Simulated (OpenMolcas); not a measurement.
# Ta⁴⁺ among point charges: CASSCF and CASPT2 levels and susceptibility

Aim: the splitting of the states of Ta⁴⁺ in the field of 4 point charges, its lowest levels with spin-orbit coupling and its magnetic susceptibility.

Program: OpenMolcas 26.06. Level of theory: state-averaged CASSCF and CASPT2, spin-orbit coupling by RASSI with atomic mean-field integrals. These are calculated values, not measurements, unless marked.

## (1) What is computed

```
Species                           : Ta⁴⁺ (tantalum, Z = 73, 69 electrons)
Basis                             : ANO-RCC-VDZP [7s6p4d2f1g], 68 functions
Scalar Hamiltonian                : DKH2, point nucleus
Inactive shells                   : 1s 2s 2p 3s 3p 3d 4s 4p 4d 4f 5s 5p
Active space                      : 1 electron in 5 orbitals (5d)
Some configurations of this space : 5d
Orbitals                          : optimised for each spin and parity, averaged over all roots
```

The outer shells:

5d
```
5d [↑ ][  ][  ][  ][  ]
```

The ion sits among 4 point charges of -2 e arranged as a tetrahedron (Td), 2.17 Å from the ion.

Each step is its own input file, run in one work folder so that later steps find the files of earlier ones. Labels, J, g values, rates, χT and fits are worked out afterwards by a script from the matrices that RASSI stores.

## (2) Basis and integrals

File a.inp:

```
&GATEWAY
Coord
1

Ta 0.0 0.0 0.0
Basis=ANO-RCC-VDZP
Group=NoSym
NoMove
AngMom=0.0 0.0 0.0
AMFI
XField
4 Angstrom 0
1.252850 1.252850 1.252850 -2.000000
1.252850 -1.252850 -1.252850 -2.000000
-1.252850 1.252850 -1.252850 -2.000000
-1.252850 -1.252850 1.252850 -2.000000
&SEWARD
```

On the command line:

```bash
$ OMP_NUM_THREADS=1 MOLCAS_MEM=1689 MOLCAS_PROJECT=a pymolcas a.inp > a.log
```

## (3) CASSCF: doublets, 5 roots

File a.inp:

```
&RASSCF
FileOrb=start.orb
Symmetry=1
Spin=2
nActEl=1 0 0
Inactive=34
Ras2=5
CIRoot=5 5 1
SDav=5
CIMx=300
Iter=120 100
PrWF=0.3
OrbListing=Nothing
MaxOrb=0
>>> COPY $Project.JobIph JOB001
```

start.orb holds the contracted functions of the basis, ordered by shell, or the orbitals of the step before.

## (4) RASSI: spin-orbit coupling between the states

File a.inp:

```
&RASSI
NrOfJobIphs=1 5
1 2 3 4 5
IphNames
JOB001
EJob
SpinOrbit
DIPRint=1.0
SOCoupling=1000.0
Subsets=2
Property=9
'ANGMOM' 1 'ANGMOM' 2 'ANGMOM' 3 'MLTPL  1' 1 'MLTPL  1' 2 'MLTPL  1' 3
'AMFI' 1 'AMFI' 2 'AMFI' 3
SOProperty=3
'ANGMOM' 1 'ANGMOM' 2 'ANGMOM' 3
```

## (5) CASPT2: IPEA 0.25, imaginary shift 0.1 (closed shells correlated: 4f 5s 5p)

File a.inp:

```
>>> COPY JOB001 $Project.JobIph
&CASPT2
Multistate=5 1 2 3 4 5
NoMult
Frozen=23
IPEA=0.25
Imaginary=0.1
MaxIter=60
WThr=0.0 0.3 0.05
PrWF=0.5
NoMix
```

(Steps that only read results are left out.)

**Question.** What will these runs give? Wanted: spin-free ground state; first state of the same spin within the active space; lowest level; next level.

As calculated:

| quantity | value |
| --- | --- |
| method | SS-CASPT2, IPEA 0.25, imaginary shift 0.1 (closed shells correlated: 4f 5s 5p) |
| spin-free ground state | 2E, 2-fold in its orbital part |
| first state of the same spin within the active space | 2T2 at 4250 cm⁻¹ |
| lowest level | 4-fold Γ8 |
| next level | 7820.3 cm⁻¹ |
| χT at 300 K | 0.22 cm³ K/mol |
| effective moment at 300 K | 1.33 μB |

Cost by method:

| method | time of its own steps | time with the reference |
| --- | --- | --- |
| A. CASSCF | 1.8 s | 1.8 s |
| B. SS-CASPT2, IPEA 0.25, imaginary shift 0.1, +4f 5s 5p | 1.3 s | 3 s |

Times are of one thread on a shared host.

In words: The spin-free ground state (2E) comes to 100 % from free-ion D terms and keeps the highest spin of the shell. χT at 300 K is 0.22, against 0.38 cm³ K/mol for the spin alone, so orbital moment lowers it. A ligand-field fit to the states below 45000 cm-1 gives 10Dq = -4254 cm-1, the gap between the two states. CASPT2 does not keep the components of a term degenerate, and the means are used. An orbital doublet at a regular site is open to a Jahn-Teller distortion, which this geometry leaves out. The field of point charges can differ much from that of real complexes. This is an electrostatic model: the charges have no orbitals.
